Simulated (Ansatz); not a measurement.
This script drives Ansatz 0.2.0, Python API.

Script `transition.py`:
```python
# -*- coding: utf-8 -*-
"""Enthalpies of two structures of Bi under pressure."""

import warnings

import ansatz as az
import numpy as np


def bcc(A, a):
    return (
        az.Lattice.bcc(a)
        .space_group(229)
        .atom(A, [0, 0, 0])
        .primitive()
    )


def diamond(a_site, a):
    return az.Crystal.diamond(a_site, a=a)


def run_phase(name, crystal, pressure=0.0):
    calc = (
        crystal.calculation()
        .scf(tolerance=1e-06)
        .functional("PBEsol")
        .mixing("msr1")
        .basis(470, xc_grid=2)
        .kpoints(spacing=0.26)
        .occupations("fermi_dirac", width=0.1)
    )
    calc = calc.relax(force_tolerance=0.03, max_steps=40, cell=True, pressure=pressure)
    return calc.run(threads=1)


def volume_per_atom(outcome):
    return abs(np.linalg.det(outcome.lattice.cell_ang)) / len(outcome.lattice.sites)


def main():
    warnings.simplefilter("ignore", az.DeckWarning)

    phases = {}
    phases["bcc"] = bcc("Bi", 4.12)
    phases["diamond"] = diamond("Bi", 7.14)

    # H = E + PV, with 1 eV per cubic angstrom equal to 160.2 GPa
    pressures = [0, 15, 30, 45]
    enthalpy, volume = {name: [] for name in phases}, {name: [] for name in phases}
    for p in pressures:
        for name, crystal in phases.items():
            o = run_phase(name, crystal, pressure=p)
            volume[name].append(volume_per_atom(o))
            enthalpy[name].append(o.report["energy_sigma0_ev"] / len(o.lattice.sites) + p * volume[name][-1] / 160.21766)
    gap = np.array(enthalpy["diamond"]) - np.array(enthalpy["bcc"])
    rows = [(p, va, vb, 1000 * d) for p, va, vb, d in zip(pressures, volume["bcc"], volume["diamond"], gap)]
    print("   P (GPa)  V bcc (A^3/atom)  V diamond (A^3/atom)  H(diamond) - H(bcc) (meV/atom)")
    for row in rows:
        print(f"{row[0]:10d}  {row[1]:16.3f}  {row[2]:20.3f}  {row[3]:+30.1f}")
    crossings = [p0 - g0 * (p1 - p0) / (g1 - g0) for p0, p1, g0, g1 in zip(pressures, pressures[1:], gap, gap[1:]) if g0 * g1 < 0]
    print("crossing near", [round(float(p), 1) for p in crossings], "GPa") if crossings else print("no crossing in this range")


if __name__ == "__main__":
    main()
```

It is started by `python transition.py`. How long does it take on 1 thread of Arm Neoverse V2 (shared host), and how much memory does it need?

It took about 46 s, with a peak of 0.44 GiB, for 8 runs of the engine.

Output of `python transition.py`:
```text
   P (GPa)  V bcc (A^3/atom)  V diamond (A^3/atom)  H(diamond) - H(bcc) (meV/atom)
         0            30.032                46.082                          +198.4
        15            25.297                35.587                         +1367.3
        30            22.941                31.224                         +2233.2
        45            21.389                28.494                         +2954.5
no crossing in this range
```

What to keep in mind:
- These settings explore the input space; cutoff and mesh may be short of convergence.
- At a fixed pressure a relaxation lowers the enthalpy F + PV, while F alone can rise.
- For the metals among these phases the mesh is modest: differences between phases can be off by up to 40 meV an atom.
- The program warned that this SCF threshold is loose for forces or stresses.
- Spin-orbit coupling, which matters for elements this heavy, is left out.
- Only these two structures are compared, at zero temperature and with their symmetry kept; either may be hypothetical, and another phase may be lower than both. Differences under about 40 meV an atom lie within the error of mesh and functional.
- The cells are prototypes set up for this calculation and needn't exist.
- The script silences the warnings on its input, which a real study should read.

(A comment or docstring line of the script was reworded after the run, the code is as it ran; lines on the test bed's own set-up are left out of the output.)
